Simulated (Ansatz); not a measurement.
# Ga4Sb3As: the cost of one run

Program: Ansatz 0.2.0. Level of theory: DFT PBE, scalar-relativistic, plane waves, PAW. These are calculated values, not measurements.

1 further run of the same task is left out (it didn't finish). Runs told in other sessions of the task aren't counted.

**1. The structure to begin with**

The structure is tetragonal, space group P-4m2 (No. 115). Conventional cell: a = 4.315 Å, b = 4.315 Å, c = 12.193 Å, α = 90.00°, β = 90.00°, γ = 90.00°. Ga (site symmetry 2mm) has 4 Sb at 2.67 Å in its first shell of neighbours. Around Ga (site symmetry 2mm) lie 2 As at 2.56 Å and 2 Sb at 2.67 Å. Around Sb (site symmetry 2mm) lie 4 Ga at 2.67 Å. Sb (site symmetry -4m2) has 4 Ga at 2.67 Å in its first shell of neighbours. Around As (site symmetry -4m2) lie 4 Ga at 2.56 Å.

As a file:

```
Ga Sb As
1.0
     4.31457    0.00000    0.00000
     0.00000    4.31457    0.00000
     0.00000    0.00000   12.19343
Ga Sb As
4 3 1
Direct
  0.50000 0.00000 0.62927
  0.00000 0.50000 0.88740
  0.50000 0.00000 0.11260
  0.00000 0.50000 0.37073
  0.50000 0.50000 0.24181
  0.00000 0.00000 0.50000
  0.50000 0.50000 0.75819
  0.00000 0.00000 0.00000
```

The start is the relaxed end of an invented cell (made as: elements ordered on the sites of the GaAs type, As/Sb on As (P-4m2, No. 115)), taken up again for a closer look.

**2. A first look at the guess**

Input file input.yaml:

```yaml
crystal:
  lattice:
    - [4.3145694, 0.0, 0.0]
    - [0.0, 4.3145694, 0.0]
    - [0.0, 0.0, 12.193427]
  atoms:
    - { symbol: Ga, position: [0.5, 0.0, 0.62927] }
    - { symbol: Ga, position: [0.0, 0.5, 0.887399] }
    - { symbol: Ga, position: [0.5, 0.0, 0.112601] }
    - { symbol: Ga, position: [0.0, 0.5, 0.37073] }
    - { symbol: Sb, position: [0.5, 0.5, 0.241807] }
    - { symbol: Sb, position: [0.0, 0.0, 0.5] }
    - { symbol: Sb, position: [0.5, 0.5, 0.758193] }
    - { symbol: As, position: [0.0, 0.0, 0.0] }
basis:
  ecutwfc: 420
kpoints:
  mp_grid: { grid: [4, 4, 2] }
hamiltonian:
  xc: pbe
scf:
  occupations: { method: gaussian, width: 0.1 }
  lower_state_search: "off"
output:
  forces: true
  stress: true
  eigenvalues: true
```

Launch:

```console
> ansatz run input.yaml --threads 4 --pin off --max-ram 8192MiB --backend cpu --events-out ev --progress --plain --runs-dir out
```

**Question.** How long does this run take on 4 threads of Arm Neoverse V2, shared host, and how much memory does it need?

About 4.2 s, with a peak of 0.69 GiB.
